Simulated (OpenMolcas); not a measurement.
**C2H7NSi (SMILES NC1C[SiH2]1) at 6 levels**

We compute a comparison of 6 runs (B3LYP/6-31G*, BLYP/def2-SVP, PBE0/def2-SVP, revPBE/def2-SVP, MP2/def2-SVP) of C2H7NSi. 

The results are computed with OpenMolcas 26.06.

1 further run of the same task is left out (set aside as unsound or not needed).

### Step 1. The system as given

The species is C2H7NSi (11 atoms), meant as a singlet with charge 0. SMILES: `NC1C[SiH2]1`. The coordinates come from a PBE0-D4/def2-TZVP relaxation. This is one conformer, not always the lowest.

Bond lengths: N1–C2 1.437 Å, C2–C3 1.539 Å, C2–Si4 1.862 Å, C3–Si4 1.848 Å, N1–H5 1.011 Å, N1–H6 1.014 Å, C2–H7 1.094 Å, C3–H8 1.085 Å, C3–H9 1.086 Å, Si4–H10 1.479 Å, Si4–H11 1.476 Å. Some angles: N1–C2–C3 114.5°, N1–C2–Si4 118.4°, C3–C2–Si4 65.0°, C2–C3–Si4 65.9°, C2–Si4–C3 49.0°, N1–C2–H7 118.0°, C3–C2–H7 113.0°, Si4–C2–H7 116.4°, C2–N1–H5 111.6°, C2–N1–H6 111.3°.

### Step 2. Energy and forces at B3LYP/6-31G(d) (spherical functions) (run 1)

Contents of struct.xyz:

```xyz
11

N     -1.337200     0.826100    -0.314200
C      0.048100     0.587400    -0.015100
C      0.296100    -0.519700     1.025200
Si     0.845000    -0.955900    -0.685100
H     -1.450400     1.288300    -1.206000
H     -1.774000     1.401500     0.397500
H      0.701400     1.454200     0.118600
H      1.025100    -0.311700     1.801300
H     -0.607900    -0.997000     1.390600
H      2.288700    -0.939900    -1.005500
H      0.030300    -1.890100    -1.486800
```

Contents of job.inp:

```
>>> EXPORT MOLCAS_PRINT=2

&GATEWAY
 BasLib = $CurrDir
 Coord = struct.xyz
 Basis = 6-31Gs
 Group = NoSym

&SEWARD
 GridInput
 Grid=UltraFine
 End of Grid

&SCF
 KSDFT = B3LYP
 Thresholds = 1e-10 1e-07 1e-07 1e-05
 PrOrbitals = 0

&ALASKA
```

The basis set 6-31G* is read from a file made from the Basis Set Exchange's data (not shown).

Started as:

```console
export MOLCAS_MEM=1860
pymolcas job.inp > job.log
```

The program printed:

```text
--- Start Module: gateway ---
[...]
--- Stop Module: gateway /rc=_RC_ALL_IS_WELL_ ---
[...]
      Basis functions           74
[...]
--- Start Module: scf ---
[...]
       Convergence after  15 Iterations
[...]
::    Total KS-DFT energy                            -424.6053600982
[...]
      Total spin, S                                     0.0000000000
[...]
      Total electronic charge=   40.000000
      Total            charge=   -0.000000
[...]
      Dipole Moment (debye):
      Origin of the operator (angstrom)=    0.1268   -0.1966   -0.1566
                   X=  8.9351E-02               Y=  1.4006E+00               Z=  1.3702E-01           Total=  1.4101E+00
      Quadrupole Moment (debye*angstrom):
[...]
--- Stop Module: scf /rc=_RC_ALL_IS_WELL_ ---
[...]
--- Start Module: alaska ---
[...]
 *              Molecular gradients               *
 **************************************************
  Irreducible representation: a
 ------------------------------------------------------------------------------------------
                              X                       Y                       Z
 ------------------------------------------------------------------------------------------
  N1                4.61021319985910E-03    5.11943051515740E-03    9.00492217964732E-04
  C2               -1.69596454005005E-03   -4.70618331011075E-03   -6.09564467012991E-04
  C3                1.02541916072936E-03    6.24829757612799E-04   -5.80864341232257E-03
  SI4              -3.66916063914680E-03    6.61515917222566E-03    8.05892082924053E-03
  H5                4.51596629344686E-04   -2.77063730934368E-03    3.88833751481465E-03
  H6                1.88863146131202E-03   -3.35476402177370E-03   -3.10668008763315E-03
  H7               -1.80845627462434E-03   -2.54878253491020E-03   -8.36983348664805E-04
  H8               -1.35935429791090E-03   -4.65795515840084E-04   -2.20596376051674E-03
[...]
--- Stop Module: alaska /rc=_RC_ALL_IS_WELL_ ---
[...]
```

It took 29 s on 1 thread of Intel Xeon 6975P-C (Granite Rapids), shared host; peak memory 0.42 GiB.

### Step 3. Energy and forces at B3LYP/6-31G(d) (Cartesian functions) (run 2)

Contents of test.input:

```
&gateway
baslib
$CurrDir
coord
11
angstrom
N       -1.337200       0.826100      -0.314200
C        0.048100       0.587400      -0.015100
C        0.296100      -0.519700       1.025200
Si       0.845000      -0.955900      -0.685100
H       -1.450400       1.288300      -1.206000
H       -1.774000       1.401500       0.397500
H        0.701400       1.454200       0.118600
H        1.025100      -0.311700       1.801300
H       -0.607900      -0.997000       1.390600
H        2.288700      -0.939900      -1.005500
H        0.030300      -1.890100      -1.486800
basis
6-31Gs
group
NoSym
&seward
gridinput
Grid=UltraFine
End of Grid
&scf
ksdft
B3LYP
thresholds
1e-10 1e-07 1e-07 1e-05
prorbitals
1 1
&alaska
```

The basis set 6-31G* is read from a file made from the Basis Set Exchange's data (not shown).

Started as:

```console
export MOLCAS_MEM=1860
pymolcas test.input > test.log
```

The program printed:

```text
--- Start Module: gateway ---
[...]
--- Stop Module: gateway /rc=_RC_ALL_IS_WELL_ ---
[...]
      Basis functions           78
[...]
--- Start Module: scf ---
[...]
       Convergence after  15 Iterations
[...]
::    Total KS-DFT energy                            -424.6095460749
[...]
      Total spin, S                                     0.0000000000
[...]
      Total electronic charge=   40.000000
      Total            charge=   -0.000000
[...]
      Dipole Moment (debye):
      Origin of the operator (angstrom)=    0.1268   -0.1966   -0.1566
                   X=  9.6507E-02               Y=  1.4023E+00               Z=  1.3842E-01           Total=  1.4124E+00
      Quadrupole Moment (debye*angstrom):
[...]
--- Stop Module: scf /rc=_RC_ALL_IS_WELL_ ---
[...]
--- Start Module: alaska ---
[...]
 *              Molecular gradients               *
 **************************************************
  Irreducible representation: a
 ------------------------------------------------------------------------------------------
                              X                       Y                       Z
 ------------------------------------------------------------------------------------------
  N1                4.66527793008709E-03    5.35746798129844E-03    9.06202804565659E-04
  C2               -1.69310458418670E-03   -4.67659127150899E-03   -6.38892789700973E-04
  C3                1.02582478236129E-03    5.66212444519598E-04   -5.70248522795147E-03
  SI4              -3.61631565415266E-03    6.53727179088648E-03    7.93167825148799E-03
  H5                4.09778886574674E-04   -2.85137258407531E-03    3.86349348472770E-03
  H6                1.84887988845728E-03   -3.44253530243677E-03   -3.10444611792926E-03
  H7               -1.82874890194062E-03   -2.51200537889540E-03   -8.19489630575210E-04
  H8               -1.33461989725703E-03   -4.49862568199955E-04   -2.16518274001487E-03
[...]
--- Stop Module: alaska /rc=_RC_ALL_IS_WELL_ ---
[...]
```

Run time: 32 s. Hardware: 1 thread of Intel Xeon 6975P-C (Granite Rapids), shared host; peak memory 0.44 GiB.

### Step 4. Energy and gradient at BLYP/def2-SVP (run 3)

Contents of run.inp:

```
* C2H7NSi Kohn-Sham DFT
&GATEWAY
BasLib
$CurrDir
Coord
11
angstrom
N       -1.337200       0.826100      -0.314200
C        0.048100       0.587400      -0.015100
C        0.296100      -0.519700       1.025200
Si       0.845000      -0.955900      -0.685100
H       -1.450400       1.288300      -1.206000
H       -1.774000       1.401500       0.397500
H        0.701400       1.454200       0.118600
H        1.025100      -0.311700       1.801300
H       -0.607900      -0.997000       1.390600
H        2.288700      -0.939900      -1.005500
H        0.030300      -1.890100      -1.486800
Basis
def2-SVP
Group
NoSym
&SEWARD
GridInput
Grid=UltraFine
End of Grid
&SCF
KSDFT
BLYP
Thresholds
1e-10 1e-07 1e-07 1e-05
PrOrbitals
1 2
&ALASKA
```

The basis set def2-SVP is read from a file made from the Basis Set Exchange's data (not shown).

Started as:

```console
export MOLCAS_MEM=1860
pymolcas run.inp > run.log
```

The program printed:

```text
--- Start Module: gateway ---
[...]
--- Stop Module: gateway /rc=_RC_ALL_IS_WELL_ ---
[...]
      Basis functions           95
[...]
--- Start Module: scf ---
[...]
       Convergence after  16 Iterations
[...]
::    Total KS-DFT energy                            -424.3386387242
[...]
      Total spin, S                                     0.0000000000
[...]
      Total electronic charge=   40.000000
      Total            charge=   -0.000000
[...]
      Dipole Moment (debye):
      Origin of the operator (angstrom)=    0.1268   -0.1966   -0.1566
                   X= -5.2693E-02               Y=  1.3100E+00               Z=  4.9346E-02           Total=  1.3120E+00
      Quadrupole Moment (debye*angstrom):
[...]
--- Stop Module: scf /rc=_RC_ALL_IS_WELL_ ---
[...]
--- Start Module: alaska ---
[...]
 *              Molecular gradients               *
 **************************************************
  Irreducible representation: a
 ------------------------------------------------------------------------------------------
                              X                       Y                       Z
 ------------------------------------------------------------------------------------------
  N1                2.86808803795324E-03    1.27940129706766E-02    8.22156083311487E-04
  C2                5.06812749902208E-03   -3.61800560419390E-03   -6.02513694717755E-04
  C3               -5.69622428284594E-04   -2.35622342690700E-04   -3.76769724513260E-03
  SI4              -6.51407840224572E-03    9.48840261789918E-03    1.14255442678193E-02
  H5                2.38467461559533E-03   -7.05769418566060E-03    1.16104612628467E-02
  H6                6.23455511226378E-03   -8.24035919838417E-03   -8.76666442388352E-03
  H7               -8.61768789972794E-03   -9.85037041280545E-03   -1.43191130672249E-03
  H8               -8.03500858969386E-03   -1.64869185472827E-03   -8.72958098559762E-03
[...]
--- Stop Module: alaska /rc=_RC_ALL_IS_WELL_ ---
[...]
```

It took 38 s on 1 thread of Intel Xeon 6975P-C (Granite Rapids), shared host; peak memory 0.53 GiB.

Runs 4 to 5 aren't shown in full; the table further down has their settings and results.

### Step 5. A single-point energy at MP2/def2-SVP (run 6)

Contents of job.inp:

```
* C2H7NSi MP2
>>> EXPORT MOLCAS_PRINT=2
&GATEWAY
BasLib = $CurrDir
Coord
11
angstrom
N       -1.337200       0.826100      -0.314200
C        0.048100       0.587400      -0.015100
C        0.296100      -0.519700       1.025200
Si       0.845000      -0.955900      -0.685100
H       -1.450400       1.288300      -1.206000
H       -1.774000       1.401500       0.397500
H        0.701400       1.454200       0.118600
H        1.025100      -0.311700       1.801300
H       -0.607900      -0.997000       1.390600
H        2.288700      -0.939900      -1.005500
H        0.030300      -1.890100      -1.486800
Basis = def2-SVP
Group = NoSym
&SEWARD
&SCF
Thresholds = 1e-10 1e-07 1e-07 1e-05
PrOrbitals = 1 1
&MBPT2
Frozen = 8
```

The basis set def2-SVP is read from a file made from the Basis Set Exchange's data (not shown).

Started as:

```console
export MOLCAS_MEM=1860
pymolcas job.inp > job.log
```

The program printed:

```text
--- Start Module: gateway ---
[...]
--- Stop Module: gateway /rc=_RC_ALL_IS_WELL_ ---
[...]
      Basis functions           95
[...]
--- Start Module: scf ---
[...]
       Convergence after  13 Iterations
[...]
::    Total SCF energy                               -422.9401393391
[...]
      Total spin, S                                     0.0000000000
[...]
      Total electronic charge=   40.000000
      Total            charge=   -0.000000
[...]
      Dipole Moment (debye):
      Origin of the operator (angstrom)=    0.1268   -0.1966   -0.1566
                   X=  3.5322E-01               Y=  1.1049E+00               Z= -1.7959E-01           Total=  1.1738E+00
      Quadrupole Moment (debye*angstrom):
[...]
--- Stop Module: scf /rc=_RC_ALL_IS_WELL_ ---
[...]
--- Start Module: mbpt2 ---
[...]
WARNING!
Default frozen orbitals as non valence orbitals is overwritten by user input.
Default values:   5
[...]
       Reference weight ( Cref**2 )         =        0.83734
::    Total MBPT2 energy                             -423.4916252500
[...]
      Total MBPT2 calculations                           0.25      0.29
--- Stop Module: mbpt2 /rc=_RC_ALL_IS_WELL_ ---
[...]
```

It took 6.9 s on 1 thread of Intel Xeon 6975P-C (Granite Rapids), shared host; peak memory 0.52 GiB.

### Step 6. The series

| run | level | Cartesian functions | task | energy (Eh) | dipole moment (D) of the reference | HOMO energy (eV) | LUMO energy (eV) | wall time |
| --- | --- | --- | --- | --- | --- | --- | --- | --- |
| 1 | B3LYP/6-31G* (spherical functions) | no | gradient | -424.605360 | 1.41 | -5.86 | 0.62 | 29 s |
| 2 | B3LYP/6-31G* (Cartesian functions) | yes | gradient | -424.609546 | 1.41 | -5.86 | 0.62 | 32 s |
| 3 | BLYP/def2-SVP | no | gradient | -424.338639 | 1.31 | -4.73 | 0.13 | 38 s |
| 4 | PBE0/def2-SVP | no | gradient | -424.141152 | 1.29 | -6.21 | 0.82 | 36 s |
| 5 | revPBE/def2-SVP | no | gradient | -424.320861 | 1.33 | -4.86 | 0.05 | 40 s |
| 6 | MP2/def2-SVP | no | energy | -423.491625 | 1.17 | -9.04 | 4.10 | 6.9 s |

### Step 7. Results

| quantity | value |
| --- | --- |
| run 6: total energy | -423.49163 Eh |
| run 6: dipole moment (mean-field density) | 1.17 D |
| run 6: HOMO energy (Hartree–Fock orbitals) | -9.04 eV |
| run 6: LUMO energy (Hartree–Fock orbitals) | 4.10 eV |
| run 6: HOMO–LUMO gap (Hartree–Fock orbitals) | 13.14 eV |
| run 6: correlation energy (8 core orbitals frozen) | -551.5 mEh |

What this shows: Over runs 1, 2, 3, 4, 5 the dipole moment (its size) runs from 1.29 D (PBE0/def2-SVP) to 1.41 D (B3LYP/6-31G*). The two ends differ in method and basis. Over runs 1, 2, 3, 4, 5 the HOMO–LUMO gap runs from 4.86 eV (BLYP/def2-SVP) to 7.03 eV (PBE0/def2-SVP). Totals of different functionals can't be ranked against each other. All runs together took 3 min, the longest 40 s.
